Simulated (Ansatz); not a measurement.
# HfH (doublet): wave-function methods side by side at distance Hf1–H2 = 2.043 Å, def2-TZVP

An exercise on one series of results from a longer session: the logs are not shown, and one member is left open.

Computed with Ansatz 0.2.0, Gaussian basis. Level: def2-TZVP, core rule «outside noble gas», up to 4 orbitals frozen.

The runs, in order: UHF; CCSD(T) on ROHF; CCSD(T) on UHF; CISD; CCSDT(Q) on ROHF; CCSDT(Q) on UHF; CASSCF and MRCISD+Q, 3 electrons in 3 orbitals; CASSCF and NEVPT2, 3 electrons in 3 orbitals; Full CI.

35 further runs of the same task are left out: 23 for a known fault of the program, 12 that didn't finish.

## The geometry

The geometry derives from a PBE0/def2-TZVP stationary point (not a proven minimum). One bond is set to the value named and the two fragments are kept rigid. No spin-orbit coupling is included. Elements past krypton take def2 core potentials.

2 atoms, charge 0, spin multiplicity 2.

Atoms are counted from 1 here; the program's logs count them from 0.

Bond lengths: Hf1–H2 2.043 Å.

Set-up of the first run:

File in.yaml:

```yaml
crystal:
  periodic: [false, false, false]
  atoms:
    - {symbol: Hf, position_ang: [0.000000, 0.000000, 0.000000]}
    - {symbol: H, position_ang: [0.000000, 0.000000, 2.043000]}
basis:
  gaussian: {orbitals: def2-TZVP}
magnetization: {spin_polarized: true, initial_magnetization: 1}
hamiltonian: {xc: hf}
output: {orbitals: {seedname: orbitals}}
```

Command:

```bash
$ ansatz run in.yaml --threads 1 --pin off --events-out ev --progress --plain --max-ram 2393MiB
```

Among the steps run: UHF; CCSD(T) on ROHF; CCSD(T) on UHF; CISD; CCSDT(Q) on ROHF; CCSDT(Q) on UHF; CASSCF and MRCISD+Q, 3 electrons in 3 orbitals; CASSCF and NEVPT2, 3 electrons in 3 orbitals; Full CI.

One table of the session follows, with a row left open; its other results are not shown here.

It belongs to the step «Misses and costs». 

| method | from FCI (meV) |
| --- | --- |
| ROHF | +2523.2 |
| UHF | +2224.3 |
| RMP2 | +781.8 |
| UMP2 | +824.3 |
| CISD | +254.1 |
| RCCSD | +134.9 |
| UCCSD | +95.2 |
| RCCSD(T) | +47.2 |
| UCCSD(T) | +16.8 |
| RCCSDT | +4.8 |
| UCCSDT | -18.6 |
| RCCSDT(Q) | ? |
| UCCSDT(Q) | -23.0 |
| CASSCF pair | +2026.5 |
| NEVPT2 pair | +766.8 |
| MRCISD pair | +228.3 |
| MRCISD+Q pair | +59.4 |
| FCI | 0 |

Q: Estimate the row for RCCSDT(Q) from the others.

**Answer.** from FCI (meV): +0.9. In the column «from FCI (meV)» it lies between FCI (0) and RCCSDT (+4.8).

Limits of these values: The determinant is far from a pure spin state, so its energy mixes those of several spin states (harmless only where they are near-degenerate, as at dissociation). UCCSDT, UCCSDT(Q) fall below full CI: unrestricted runs freeze a spin-polarised core, another one than full CI's, and coupled cluster isn't variational. Levels on UHF freeze UHF's core orbitals, full CI those of ROHF, so the U rows can settle a little off it for that reason alone. Restricted and unrestricted rows rest on different reference determinants; where their highest levels disagree by more than a few hundredths of an eV, they describe different states and don't form one ladder.
